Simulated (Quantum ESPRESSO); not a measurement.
# HPbNO4 (P2_1/m) in Quantum ESPRESSO: further runs

One crystal, HPbNO4, is run at these levels: LDA, PBEsol, PBE; tasks: band structure.

Program: Quantum ESPRESSO 7.5. These are calculated values, not measurements. Logs are shortened: lines on timing, memory, paths and dates and some standing lists are left out, and cuts for length are marked.

## 1. The crystal as given

Symmetry: P2_1/m, No. 11, monoclinic system. Conventional cell: a = 6.859 Å, b = 4.229 Å, c = 8.026 Å, α = 90.00°, β = 114.99°, γ = 90.00°. H (site symmetry m) is surrounded by 1 O at 0.99 Å. Pb (site symmetry m) is surrounded by 5 O at 2.47 to 2.74 Å. N (site symmetry m) has 3 O at 1.24 to 1.28 Å as nearest neighbours. Around O (site symmetry m) lie 1 H at 0.99 Å. Around O (site symmetry m) lie 1 N at 1.24 Å. O (site symmetry m) is surrounded by 1 N at 1.27 Å. O (site symmetry m) has 1 N at 1.28 Å as nearest neighbours.

The cell was built by a generator and needn't be a form met in nature.

## 2. Band structure, LDA

pw.in

```
&CONTROL
  calculation = 'scf'
  prefix = 'pwscf'
  outdir = './tmp'
  pseudo_dir = './pseudo'
  tprnfor = .true.
  tstress = .true.
  disk_io = 'low'
/
&SYSTEM
  ibrav = 0
  celldm(1) = 8
  nat = 14
  ntyp = 4
  ecutwfc = 88
  nbnd = 57
  input_dft = 'pz'
  occupations = 'smearing'
  smearing = 'fd'
  degauss = 0.00367493
/
&ELECTRONS
  conv_thr = 2.8d-09
  electron_maxstep = 120
  mixing_beta = 0.5
/
ATOMIC_SPECIES
H      1.0080 H_ONCV_PBE-1.2.upf
Pb   207.2000 Pb_ONCV_PBE-1.2.upf
N     14.0070 N_ONCV_PBE-1.2.upf
O     15.9990 O_ONCV_PBE-1.2.upf
CELL_PARAMETERS alat
  1.6201496064749   0.0000000000000   0.0000000000000
  0.0000000000000   0.9988737971123   0.0000000000000
 -0.8010100232334   0.0000000000000   1.7183728461177
ATOMIC_POSITIONS crystal
H      0.2254900000    0.7500000000    0.5073000000
H      0.7745100000    0.2500000000    0.4927000000
Pb     0.3022900000    0.2500000000    0.2849400000
Pb     0.6977100000    0.7500000000    0.7150600000
N      0.2148400000    0.7500000000    0.8356700000
N      0.7851600000    0.2500000000    0.1643300000
O      0.3307800000    0.7500000000    0.4533800000
O      0.4090900000    0.7500000000    0.8690100000
O      0.1550800000    0.7500000000    0.9653700000
O      0.0708300000    0.7500000000    0.6695500000
O      0.6692200000    0.2500000000    0.5466100000
O      0.5909100000    0.2500000000    0.1309900000
O      0.8449200000    0.2500000000    0.0346300000
O      0.9291700000    0.2500000000    0.3304500000
K_POINTS automatic
4 4 3 0 0 0
```

bands.in

```
&CONTROL
  calculation = 'bands'
  prefix = 'pwscf'
  outdir = './tmp'
  pseudo_dir = './pseudo'
  disk_io = 'low'
  verbosity = 'high'
/
&SYSTEM
  ibrav = 0
  celldm(1) = 8
  nat = 14
  ntyp = 4
  ecutwfc = 88
  nbnd = 57
  input_dft = 'pz'
  occupations = 'smearing'
  smearing = 'fd'
  degauss = 0.00367493
/
&ELECTRONS
  conv_thr = 1d-08
  electron_maxstep = 120
  mixing_beta = 0.5
  diago_full_acc = .true.
  startingwfc = 'random'
/
ATOMIC_SPECIES
H      1.0080 H_ONCV_PBE-1.2.upf
Pb   207.2000 Pb_ONCV_PBE-1.2.upf
N     14.0070 N_ONCV_PBE-1.2.upf
O     15.9990 O_ONCV_PBE-1.2.upf
CELL_PARAMETERS alat
  1.6201496064749   0.0000000000000   0.0000000000000
  0.0000000000000   0.9988737971123   0.0000000000000
 -0.8010100232334   0.0000000000000   1.7183728461177
ATOMIC_POSITIONS crystal
H      0.2254900000    0.7500000000    0.5073000000
H      0.7745100000    0.2500000000    0.4927000000
Pb     0.3022900000    0.2500000000    0.2849400000
Pb     0.6977100000    0.7500000000    0.7150600000
N      0.2148400000    0.7500000000    0.8356700000
N      0.7851600000    0.2500000000    0.1643300000
O      0.3307800000    0.7500000000    0.4533800000
O      0.4090900000    0.7500000000    0.8690100000
O      0.1550800000    0.7500000000    0.9653700000
O      0.0708300000    0.7500000000    0.6695500000
O      0.6692200000    0.2500000000    0.5466100000
O      0.5909100000    0.2500000000    0.1309900000
O      0.8449200000    0.2500000000    0.0346300000
O      0.9291700000    0.2500000000    0.3304500000
K_POINTS crystal
60
 0.0000000000  0.0000000000  0.0000000000 1
 0.0000000000  0.0000000000  0.1250000000 1
 0.0000000000  0.0000000000  0.2500000000 1
 0.0000000000  0.0000000000  0.3750000000 1
 0.0000000000  0.0000000000  0.5000000000 1
-0.0972239124  0.0000000000  0.5480679858 1
-0.1944478247  0.0000000000  0.5961359716 1
-0.2916717371  0.0000000000  0.6442039574 1
-0.3888956494  0.0000000000  0.6922719433 1
-0.4444478247  0.0000000000  0.5961359716 1
-0.5000000000  0.0000000000  0.5000000000 1
-0.5000000000  0.0555555556  0.5000000000 1
-0.5000000000  0.1111111111  0.5000000000 1
-0.5000000000  0.1666666667  0.5000000000 1
-0.5000000000  0.2222222222  0.5000000000 1
-0.5000000000  0.2777777778  0.5000000000 1
-0.5000000000  0.3333333333  0.5000000000 1
-0.5000000000  0.3888888889  0.5000000000 1
-0.5000000000  0.4444444444  0.5000000000 1
-0.5000000000  0.5000000000  0.5000000000 1
-0.5555521753  0.5000000000  0.4038640284 1
-0.6111043506  0.5000000000  0.3077280567 1
-0.5555521753  0.5000000000  0.1538640284 1
-0.5000000000  0.5000000000  0.0000000000 1
-0.5000000000  0.4500000000  0.0000000000 1
-0.5000000000  0.4000000000  0.0000000000 1
-0.5000000000  0.3500000000  0.0000000000 1
-0.5000000000  0.3000000000  0.0000000000 1
-0.5000000000  0.2500000000  0.0000000000 1
-0.5000000000  0.2000000000  0.0000000000 1
-0.5000000000  0.1500000000  0.0000000000 1
-0.5000000000  0.1000000000  0.0000000000 1
-0.5000000000  0.0500000000  0.0000000000 1
-0.5000000000  0.0000000000  0.0000000000 1
-0.5370347835  0.0000000000  0.1025760189 1
-0.5740695670  0.0000000000  0.2051520378 1
-0.6111043506  0.0000000000  0.3077280567 1
-0.3888956494  0.5000000000  0.6922719433 1
-0.2916717371  0.5000000000  0.6442039574 1
-0.1944478247  0.5000000000  0.5961359716 1
-0.0972239124  0.5000000000  0.5480679858 1
 0.0000000000  0.5000000000  0.5000000000 1
 0.0000000000  0.5000000000  0.4166666667 1
 0.0000000000  0.5000000000  0.3333333333 1
 0.0000000000  0.5000000000  0.2500000000 1
 0.0000000000  0.5000000000  0.1666666667 1
 0.0000000000  0.5000000000  0.0833333333 1
 0.0000000000  0.5000000000  0.0000000000 1
 0.0000000000  0.0000000000  0.5000000000 1
 0.0000000000  0.0454545455  0.5000000000 1
 0.0000000000  0.0909090909  0.5000000000 1
 0.0000000000  0.1363636364  0.5000000000 1
 0.0000000000  0.1818181818  0.5000000000 1
 0.0000000000  0.2272727273  0.5000000000 1
 0.0000000000  0.2727272727  0.5000000000 1
 0.0000000000  0.3181818182  0.5000000000 1
 0.0000000000  0.3636363636  0.5000000000 1
 0.0000000000  0.4090909091  0.5000000000 1
 0.0000000000  0.4545454545  0.5000000000 1
 0.0000000000  0.5000000000  0.5000000000 1
```

Potentials or basis: SG15 PBE 1.2.

Launch:

```bash
$ OMP_NUM_THREADS=1 mpirun -n 4 pw.x -nk 2 -in pw.in > pw.out
$ OMP_NUM_THREADS=1 mpirun -n 4 pw.x -nk 4 -in bands.in > bands.out
```

pw.out:

```text
This program is part of the open-source Quantum ESPRESSO suite
     for quantum simulation of materials; please cite
         "P. Giannozzi et al., J. Phys.:Condens. Matter 21 395502 (2009);
         "P. Giannozzi et al., J. Phys.:Condens. Matter 29 465901 (2017);
         "P. Giannozzi et al., J. Chem. Phys. 152 154105 (2020);
     in publications or presentations arising from this work. More details at

     IMPORTANT: XC functional enforced from input :
     Exchange-correlation= PZ
                           (   1   1   0   0   0   0   0)
     Any further DFT definition will be discarded
     Please, verify this is what you really want

     Message from routine setup:
     using ibrav=0 with symmetry is DISCOURAGED, use correct ibrav instead

     K-points division:     npool     =       2
     Subspace diagonalization in iterative solution of the eigenvalue problem:
     a serial algorithm will be used

     --------------------
     sticks:   dense  smooth     PW     G-vecs:    dense   smooth      PW
     Min        1449    1449    400                79376    79376   11521
     Max        1450    1450    401                79379    79379   11522
     Sum        2899    2899    801               158755   158755   23043

     Using Slab Decomposition

     bravais-lattice index     =            0
     lattice parameter (alat)  =       8.0000  a.u.
     unit-cell volume          =    1423.8135 (a.u.)^3
     number of atoms/cell      =           14
     number of atomic types    =            4
     number of electrons       =        88.00
     number of Kohn-Sham states=           57
     kinetic-energy cutoff     =      88.0000  Ry
     charge density cutoff     =     352.0000  Ry
     scf convergence threshold =      2.8E-09
     mixing beta               =       0.5000
     number of iterations used =            8  plain     mixing
     Exchange-correlation= PZ
                           (   1   1   0   0   0   0   0)

     celldm(1)=   8.000000  celldm(2)=   0.000000  celldm(3)=   0.000000
     celldm(4)=   0.000000  celldm(5)=   0.000000  celldm(6)=   0.000000

     crystal axes: (cart. coord. in units of alat)
               a(1) = (   1.620150   0.000000   0.000000 )
               a(2) = (   0.000000   0.998874   0.000000 )
               a(3) = (  -0.801010   0.000000   1.718373 )

     reciprocal axes: (cart. coord. in units 2 pi/alat)
               b(1) = (  0.617227 -0.000000  0.287717 )
               b(2) = (  0.000000  1.001127 -0.000000 )
               b(3) = (  0.000000  0.000000  0.581946 )

     PseudoPot. # 1 for H  read from file:
     H_ONCV_PBE-1.2.upf
     Pseudo is Norm-conserving, Zval =  1.0
     Generated using ONCVPSP code by D. R. Hamann
     Using radial grid of  602 points,  2 beta functions with:
                l(1) =   0
                l(2) =   0

     PseudoPot. # 2 for Pb read from file:
     Pb_ONCV_PBE-1.2.upf
     Pseudo is Norm-conserving, Zval = 14.0
     Generated using ONCVPSP code by D. R. Hamann
     Using radial grid of  602 points,  8 beta functions with:
                l(1) =   0
                l(2) =   0
                l(3) =   1
                l(4) =   1
                l(5) =   2
[... 323 lines left out ...]
     2.1004   2.1005   2.6557   2.6558   6.0883   6.0884   7.2088   7.2089
     8.2090   8.2090   9.0968   9.0969  10.5961  10.5962  11.6810  11.6811
    12.6465

          k = 0.1543-0.5006-0.1221 ( 19860 PWs)   bands (ev):

   -22.8373 -22.8373 -17.4841 -17.4840 -17.1424 -17.1424 -15.0773 -15.0771
   -12.0110 -12.0109 -11.9948 -11.9947 -11.9711 -11.9710 -11.9206 -11.9206
   -11.7928 -11.7928  -6.6992  -6.6992  -5.0083  -5.0082  -4.6947  -4.6947
    -4.3774  -4.3773  -3.5827  -3.5827  -2.2182  -2.2182   0.1831   0.1831
     0.4427   0.4427   0.8668   0.8669   1.1237   1.1237   1.4308   1.4308
     2.1175   2.1176   2.6237   2.6237   6.1385   6.1386   7.2710   7.2712
     8.1784   8.1784   8.9256   8.9257  10.9327  10.9327  11.3005  11.3005
    12.5486

          k =-0.3086 0.0000-0.1439 ( 19818 PWs)   bands (ev):

   -22.8535 -22.8311 -17.5160 -17.4687 -17.1667 -17.1251 -15.2038 -14.9874
   -12.0359 -12.0184 -12.0065 -12.0009 -11.9829 -11.9729 -11.9622 -11.9558
   -11.9121 -11.7355  -6.7067  -6.6464  -4.8636  -4.8466  -4.7672  -4.6140
    -4.6131  -4.3511  -3.6557  -3.5614  -1.6234  -1.4536   0.1406   0.2142
     0.5474   0.9462   0.9557   0.9601   1.0546   1.1602   1.3567   1.4785
     1.4963   2.3550   2.4861   2.5097   6.4135   6.4276   6.7665   6.9590
     7.3203   7.8327   8.9726   9.5781   9.8925  10.2080  11.5916  11.5923
    12.0513

          k =-0.3086 0.0000 0.0501 ( 19818 PWs)   bands (ev):

   -22.8560 -22.8284 -17.5199 -17.4675 -17.1584 -17.1325 -15.2019 -14.9849
   -12.0351 -12.0188 -12.0069 -12.0031 -11.9843 -11.9704 -11.9643 -11.9568
   -11.9103 -11.7345  -6.7679  -6.6122  -4.8733  -4.8606  -4.7513  -4.7381
    -4.4539  -4.3647  -3.6460  -3.4803  -1.6682  -1.5054   0.1221   0.3153
     0.5497   0.7664   0.7986   1.0436   1.1218   1.1310   1.4286   1.4778
     1.5537   2.1509   2.5312   2.7566   6.2633   6.3759   6.5303   6.8104
     7.8152   8.1180   8.9373   9.6362   9.7972  10.4247  11.2967  11.6279
    12.0145

          k =-0.3086 0.2503-0.1439 ( 19856 PWs)   bands (ev):

   -22.8475 -22.8317 -17.5064 -17.4728 -17.1589 -17.1293 -15.1623 -15.0097
   -12.0214 -12.0167 -12.0039 -11.9886 -11.9821 -11.9578 -11.9476 -11.9440
   -11.8844 -11.7353  -6.6770  -6.6339  -5.0400  -4.9438  -4.7077  -4.6098
    -4.5204  -4.3203  -3.6371  -3.5807  -2.0512  -1.8993  -0.0545   0.3795
     0.5301   0.7719   1.0009   1.0232   1.1598   1.2125   1.2150   1.3050
     1.7926   2.4087   2.5414   2.6765   6.2337   6.3082   7.0679   7.1693
     7.6548   7.7418   8.7818   8.9314  10.3022  10.4933  11.8629  11.9697
    12.0617

          k =-0.3086 0.2503 0.0501 ( 19844 PWs)   bands (ev):

   -22.8493 -22.8298 -17.5089 -17.4716 -17.1530 -17.1347 -15.1613 -15.0087
   -12.0208 -12.0181 -12.0019 -11.9886 -11.9802 -11.9585 -11.9497 -11.9461
   -11.8821 -11.7341  -6.7266  -6.6125  -5.0190  -4.9010  -4.7457  -4.7217
    -4.4260  -4.3288  -3.6398  -3.5238  -2.0324  -1.9193   0.0891   0.4312
     0.4687   0.7168   0.7609   0.9674   1.1345   1.1416   1.3012   1.3850
     1.9378   2.2526   2.5682   2.7666   6.1789   6.2378   7.0347   7.2877
     7.8689   7.9919   8.5546   8.7859  10.4020  10.7058  11.5727  11.9907
    12.0648

          k =-0.3086-0.5006-0.1439 ( 19856 PWs)   bands (ev):

   -22.8370 -22.8369 -17.4869 -17.4868 -17.1423 -17.1422 -15.0769 -15.0767
   -12.0095 -12.0095 -11.9963 -11.9962 -11.9684 -11.9684 -11.9193 -11.9193
   -11.7949 -11.7948  -6.6342  -6.6342  -5.1106  -5.1105  -4.6518  -4.6518
    -4.3491  -4.3491  -3.6122  -3.6121  -2.3440  -2.3439   0.0915   0.0915
     0.5758   0.5758   1.0547   1.0547   1.1614   1.1614   1.3077   1.3078
     2.1390   2.1391   2.7171   2.7172   6.2100   6.2101   6.8236   6.8237
     8.1427   8.1427   9.1343   9.1344  10.5137  10.5138  11.9973  11.9974
    12.3351

          k =-0.3086-0.5006 0.0501 ( 19860 PWs)   bands (ev):

   -22.8370 -22.8369 -17.4869 -17.4868 -17.1424 -17.1424 -15.0772 -15.0769
   -12.0090 -12.0089 -11.9947 -11.9947 -11.9685 -11.9685 -11.9207 -11.9207
   -11.7930 -11.7929  -6.6497  -6.6497  -5.0613  -5.0613  -4.7185  -4.7185
    -4.3399  -4.3398  -3.6126  -3.6125  -2.2935  -2.2934   0.2164   0.2165
     0.5362   0.5363   0.8959   0.8959   1.0957   1.0957   1.3876   1.3876
     2.1346   2.1347   2.6955   2.6956   6.2523   6.2523   7.0276   7.0278
     8.1032   8.1032   8.9301   8.9302  10.7635  10.7636  11.4687  11.4688
    12.7800

     the Fermi energy is     4.1195 ev

!    total energy              =    -521.39979355 Ry
     estimated scf accuracy    <          7.4E-10 Ry
     smearing contrib. (-TS)   =      -0.00000000 Ry
     internal energy E=F+TS    =    -521.39979355 Ry

     The total energy is F=E-TS. E is the sum of the following terms:
     one-electron contribution =    -275.44772218 Ry
     hartree contribution      =     176.64837281 Ry
     xc contribution           =     -93.01072012 Ry
     ewald contribution        =    -329.58972407 Ry

     convergence has been achieved in  13 iterations

     Forces acting on atoms (cartesian axes, Ry/au):

     atom    1 type  1   force =    -0.02013025    0.00000000    0.00980901
     atom    2 type  1   force =     0.02021876    0.00000000   -0.00984951
     atom    3 type  2   force =    -0.00041285    0.00000000    0.00896272
     atom    4 type  2   force =     0.00042158    0.00000000   -0.00897155
     atom    5 type  3   force =    -0.00213014    0.00000000    0.00130155
     atom    6 type  3   force =     0.00212645    0.00000000   -0.00130183
     atom    7 type  4   force =     0.02496457    0.00000000   -0.00920752
     atom    8 type  4   force =     0.00815451    0.00000000    0.00012761
     atom    9 type  4   force =    -0.00346140    0.00000000    0.00098460
     atom   10 type  4   force =    -0.00323025    0.00000000   -0.00365833
     atom   11 type  4   force =    -0.02506051    0.00000000    0.00926282
     atom   12 type  4   force =    -0.00815260    0.00000000   -0.00012813
     atom   13 type  4   force =     0.00346277    0.00000000   -0.00098661
     atom   14 type  4   force =     0.00322937    0.00000000    0.00365517

     Total force =     0.053002     Total SCF correction =     0.000075

     Computing stress (Cartesian axis) and pressure

          total   stress  (Ry/bohr**3)                   (kbar)     P=      -35.53
  -0.00023577   0.00000000  -0.00002368          -34.68        0.00       -3.48
   0.00000000  -0.00023962   0.00000000            0.00      -35.25        0.00
  -0.00002368   0.00000000  -0.00024922           -3.48        0.00      -36.66

=------------------------------------------------------------------------------=
   JOB DONE.
=------------------------------------------------------------------------------=
```

Wall time 13 min (4 MPI ranks of Arm Neoverse V1, shared host); peak memory 1.8 GiB.

What came out:

```
Free energy             : -7094.0056 eV
Pressure                : -3.6 GPa
Largest force           : 0.687 eV/Å
Band gap on the k mesh  : 3.03 eV, indirect (least direct gap 3.19 eV)
Band gap along the path : 2.96 eV, indirect (least direct gap 3.15 eV)
```

Forces on the atoms (eV/Å):
```
H   -0.518  0.000  0.252
H    0.520  0.000 -0.253
Pb  -0.011  0.000  0.230
Pb   0.011  0.000 -0.231
N   -0.055  0.000  0.033
N    0.055  0.000 -0.033
O    0.642  0.000 -0.237
O    0.210  0.000  0.003
O   -0.089  0.000  0.025
O   -0.083  0.000 -0.094
O   -0.644  0.000  0.238
O   -0.210  0.000 -0.003
O    0.089  0.000 -0.025
O    0.083  0.000  0.094
```

Levels at the corners of the path, in eV from the valence-band top:
```tsv
point	band 40	band 41	band 42	band 43	band 44	band 45	band 46	band 47	band 48	band 49
Γ	-1.48	-1.31	-0.35	-0.30	-0.05	3.22	3.93	3.94	3.94	5.36
Y	-1.45	-1.32	-0.41	-0.21	-0.18	3.28	3.80	3.85	3.90	4.96
H	-1.33	-1.23	-0.61	-0.27	-0.13	3.49	3.68	3.71	4.04	4.75
C	-1.33	-1.22	-0.70	-0.27	0.00	3.42	3.49	3.74	3.95	5.15
E	-1.40	-0.68	-0.68	-0.12	-0.12	3.45	3.45	4.31	4.31	5.27
M1	-1.49	-0.69	-0.69	-0.11	-0.11	3.40	3.40	4.22	4.22	5.33
A	-1.50	-0.67	-0.67	-0.09	-0.09	3.40	3.40	4.01	4.01	5.33
X	-1.33	-1.31	-0.45	-0.32	-0.30	3.60	3.62	3.96	4.15	4.51
H1	-1.33	-1.23	-0.61	-0.27	-0.13	3.49	3.68	3.71	4.04	4.75
M	-1.49	-0.69	-0.69	-0.11	-0.11	3.40	3.40	4.22	4.22	5.33
D	-1.37	-0.71	-0.71	-0.23	-0.23	3.19	3.19	4.63	4.63	5.49
Z	-1.31	-0.65	-0.65	-0.25	-0.25	3.23	3.23	4.50	4.50	5.43
Y	-1.45	-1.32	-0.41	-0.21	-0.18	3.28	3.80	3.85	3.90	4.96
D	-1.37	-0.71	-0.71	-0.23	-0.23	3.19	3.19	4.63	4.63	5.49
```

Caveat: the potentials were made for another functional, which shifts forces and pressure; some levels on the path didn't converge; spin-orbit coupling is left out, which as a rule narrows the gap of such compounds by several tenths of an eV. A hybrid or GW would open this gap; LDA tends to underestimate it.

## 3. Band structure, PBEsol

pw.in: that of step 2 with these lines changed.

```diff
@@ -16,3 +16,3 @@
   nbnd = 57
-  input_dft = 'pz'
+  input_dft = 'pbesol'
   occupations = 'smearing'
```

bands.in: that of step 2 with these lines changed.

```diff
@@ -15,3 +15,3 @@
   nbnd = 57
-  input_dft = 'pz'
+  input_dft = 'pbesol'
   occupations = 'smearing'
```

Potentials or basis: SG15 PBE 1.2.

Launch:

```bash
$ OMP_NUM_THREADS=1 mpirun -n 4 pw.x -nk 2 -in pw.in > pw.out
$ OMP_NUM_THREADS=1 mpirun -n 4 pw.x -nk 4 -in bands.in > bands.out
```

Run time: 13 min. Hardware: 4 MPI ranks of Arm Neoverse V1, shared host; peak memory 1.8 GiB.

Results (log left out):

* Free energy: -7099.5112 eV
* Pressure: -1.9 GPa
* Largest force: 0.311 eV/Å
* Band gap on the k mesh: 3.08 eV, indirect (least direct gap 3.25 eV)
* Band gap along the path: 3.02 eV, indirect (least direct gap 3.22 eV)

Forces in eV/Å, atoms in the order of the input:
```
H   -0.208  0.000  0.112
H    0.211  0.000 -0.113
Pb  -0.010  0.000  0.149
Pb   0.010  0.000 -0.149
N   -0.028  0.000  0.004
N    0.028  0.000 -0.004
O    0.289  0.000 -0.107
O    0.061  0.000 -0.010
O   -0.018  0.000 -0.029
O   -0.025  0.000  0.007
O   -0.291  0.000  0.108
O   -0.061  0.000  0.010
O    0.018  0.000  0.029
O    0.025  0.000 -0.007
```

Stress tensor (GPa, compression positive):
```
-1.98  0.00 -0.18
 0.00 -1.68  0.00
-0.18  0.00 -1.96
```

Levels at the corners of the path, in eV from the valence-band top:
```tsv
point	band 42	band 43	band 44	band 45	band 46	band 47
Γ	-0.34	-0.30	-0.05	3.23	3.91	4.10
Y	-0.41	-0.20	-0.19	3.29	3.79	4.04
H	-0.59	-0.27	-0.13	3.49	3.67	3.90
C	-0.68	-0.27	0.00	3.43	3.70	3.72
E	-0.67	-0.12	-0.12	3.47	3.47	4.45
M1	-0.68	-0.12	-0.12	3.42	3.42	4.36
A	-0.66	-0.10	-0.10	3.42	3.42	4.16
X	-0.45	-0.32	-0.29	3.60	3.61	4.12
H1	-0.59	-0.27	-0.13	3.49	3.67	3.90
M	-0.68	-0.12	-0.12	3.42	3.42	4.36
D	-0.70	-0.23	-0.23	3.23	3.23	4.73
Z	-0.64	-0.25	-0.25	3.27	3.27	4.61
Y	-0.41	-0.20	-0.19	3.29	3.79	4.04
D	-0.70	-0.23	-0.23	3.23	3.23	4.73
```

Caveat: the potentials were made for another functional, which shifts forces and pressure; spin-orbit coupling is left out, which as a rule narrows the gap of such compounds by several tenths of an eV. As with any semilocal functional, this PBEsol gap is likely too small.

[end of part 1 of 2]
